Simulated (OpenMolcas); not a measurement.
# Pt⁶⁺ among point charges: CASSCF and CASPT2 levels and susceptibility

Aim: the splitting of the states of Pt⁶⁺ in the field of 6 point charges, its lowest levels with spin-orbit coupling and its magnetic susceptibility.

The numbers are computed with OpenMolcas 26.06 (state-averaged CASSCF and CASPT2, spin-orbit coupling by RASSI with atomic mean-field integrals), except any that are marked as measured or tabulated.

## (1) Starting point

| Quantity | Value |
| --- | --- |
| Species | Pt⁶⁺ (platinum, Z = 78, 72 electrons) |
| Basis | ANO-RCC-VDZP [7s6p4d2f], 59 functions |
| Scalar Hamiltonian | DKH2, point nucleus |
| Inactive shells | 1s 2s 2p 3s 3p 3d 4s 4p 4d 4f 5s 5p |
| Active space | 4 electrons in 5 orbitals (5d) |
| Some configurations of this space | 5d⁴ |
| Orbitals | optimised for each spin and parity, averaged over all roots |

The outer shells:

5d4
```
5d [↑ ][↑ ][↑ ][↑ ][  ]
```

The ion sits among 6 point charges of -1.5 e arranged as a tetragonal octahedron (D4h), 2 Å from the ion, with the axial distance 2.040 Å.

Each step is its own input file, run in one work folder so that later steps find the files of earlier ones. Labels, J, g values, rates, χT and fits are worked out afterwards by a script from the matrices that RASSI stores. The input lists half of the charges; inversion (Group=XYZ) makes the rest.

## (2) Basis and integrals

a.inp reads:

```
&GATEWAY
Coord
1

Pt 0.0 0.0 0.0
Basis=ANO-RCC-VDZP
Group=XYZ
NoMove
AngMom=0.0 0.0 0.0
AMFI
XField
3 Angstrom 0
2.000000 0.000000 0.000000 -1.500000
0.000000 2.000000 0.000000 -1.500000
0.000000 0.000000 2.040000 -1.500000
&SEWARD
```

Command:

```bash
OMP_NUM_THREADS=1 MOLCAS_MEM=1689 MOLCAS_PROJECT=a pymolcas a.inp > a.log
```

## (3) CASSCF: quintets of even parity, 5 roots

a.inp reads:

```
&RASSCF
FileOrb=start.orb
Symmetry=1
Spin=5
nActEl=4 0 0
Inactive=15 19
Ras2=5 0
CIRoot=5 5 1
SDav=5
CIMx=300
Iter=120 100
PrWF=0.3
OrbListing=Nothing
MaxOrb=0
>>> COPY $Project.JobIph JOB001
```

start.orb holds the contracted functions of the basis, ordered by shell, or the orbitals of the step before.

## (4) CASSCF: triplets of even parity, 45 roots

a.inp reads:

```
&RASSCF
FileOrb=start.orb
Symmetry=1
Spin=3
nActEl=4 0 0
Inactive=15 19
Ras2=5 0
CIRoot=45 45 1
SDav=45
CIMx=300
Iter=120 100
PrWF=0.3
OrbListing=Nothing
MaxOrb=0
>>> COPY $Project.JobIph JOB002
```

## (5) Reference wave functions, singlets of even parity, 50 roots

a.inp reads:

```
&RASSCF
FileOrb=start.orb
Symmetry=1
Spin=1
nActEl=4 0 0
Inactive=15 19
Ras2=5 0
CIRoot=50 50 1
SDav=50
CIMx=300
Iter=120 100
PrWF=0.3
OrbListing=Nothing
MaxOrb=0
>>> COPY $Project.JobIph JOB003
```

## (6) State interaction with spin-orbit coupling

a.inp reads:

```
&RASSI
NrOfJobIphs=3 5 45 50
1 2 3 4 5
1 2 3 4 5 6 7 8 9 10 11 12 13 14 15 16 17 18 19 20 21 22 23 24 25 26 27
28 29 30 31 32 33 34 35 36 37 38 39 40 41 42 43 44 45
1 2 3 4 5 6 7 8 9 10 11 12 13 14 15 16 17 18 19 20 21 22 23 24 25 26 27
28 29 30 31 32 33 34 35 36 37 38 39 40 41 42 43 44 45 46 47 48 49 50
IphNames
JOB001
JOB002
JOB003
EJob
SpinOrbit
DIPRint=1.0
SOCoupling=1000.0
Subsets=2
Property=9
'ANGMOM' 1 'ANGMOM' 2 'ANGMOM' 3 'MLTPL  1' 1 'MLTPL  1' 2 'MLTPL  1' 3
'AMFI' 1 'AMFI' 2 'AMFI' 3
SOProperty=3
'ANGMOM' 1 'ANGMOM' 2 'ANGMOM' 3
```

## (7) CASPT2: IPEA 0.25, imaginary shift 0.1 (closed shells correlated: 5s 5p)

a.inp reads:

```
>>> COPY JOB001 $Project.JobIph
&CASPT2
Multistate=5 1 2 3 4 5
NoMult
Frozen=14 16
IPEA=0.25
Imaginary=0.1
MaxIter=60
WThr=0.0 0.3 0.05
PrWF=0.5
NoMix
>>> COPY JOB002 $Project.JobIph
&CASPT2
Multistate=45 1 2 3 4 5 6 7 8 9 10 11 12 13 14 15 16 17 18 19 20 21 22
23 24 25 26 27 28 29 30 31 32 33 34 35 36 37 38 39 40 41 42 43 44 45
NoMult
Frozen=14 16
IPEA=0.25
Imaginary=0.1
MaxIter=60
WThr=0.0 0.3 0.05
PrWF=0.5
NoMix
>>> COPY JOB003 $Project.JobIph
&CASPT2
Multistate=50 1 2 3 4 5 6 7 8 9 10 11 12 13 14 15 16 17 18 19 20 21 22
23 24 25 26 27 28 29 30 31 32 33 34 35 36 37 38 39 40 41 42 43 44 45 46
47 48 49 50
NoMult
Frozen=14 16
IPEA=0.25
Imaginary=0.1
MaxIter=60
WThr=0.0 0.3 0.05
PrWF=0.5
NoMix
```

(Steps that only read results are left out.)

Before running it: what results should come out? Wanted: spin-free ground state; first state of the same spin within the active space; lowest level; next level.

**Answer**, as computed:

| quantity | value |
| --- | --- |
| method | SS-CASPT2, IPEA 0.25, imaginary shift 0.1 (closed shells correlated: 5s 5p) |
| spin-free ground state | 5B1, 1-fold in its orbital part |
| first state of the same spin within the active space | 5A1 at 898 cm⁻¹ |
| lowest level | 1-fold A1 |
| next level | 7642.8 cm⁻¹ |
| χT at 300 K | 0.03 cm³ K/mol |
| effective moment at 300 K | 0.49 μB |

Cost by method:

| method | time of its own steps | time with the reference |
| --- | --- | --- |
| A. CASSCF | 17 s | 17 s |
| B. SS-CASPT2, IPEA 0.25, imaginary shift 0.1, +5s 5p | 4.8 s | 22 s |

Times are of one thread on a shared host.

**Reading.** The spin-free ground state (5B1) comes to 100 % from free-ion D terms and keeps the highest spin of the shell. χT at 300 K is 0.03, against 3.01 cm³ K/mol for the spin alone, so spin-orbit coupling lowers it. An active space of the d shell alone favours high spin; real ions in strong fields can be low spin. The field of point charges can differ much from that of real complexes. With metal d orbitals alone active, the gaps between spin states are rough; where two lie within a few thousand cm-1, their order is open. Point charges carry no covalency, so the field is a model and not that of real ligands.
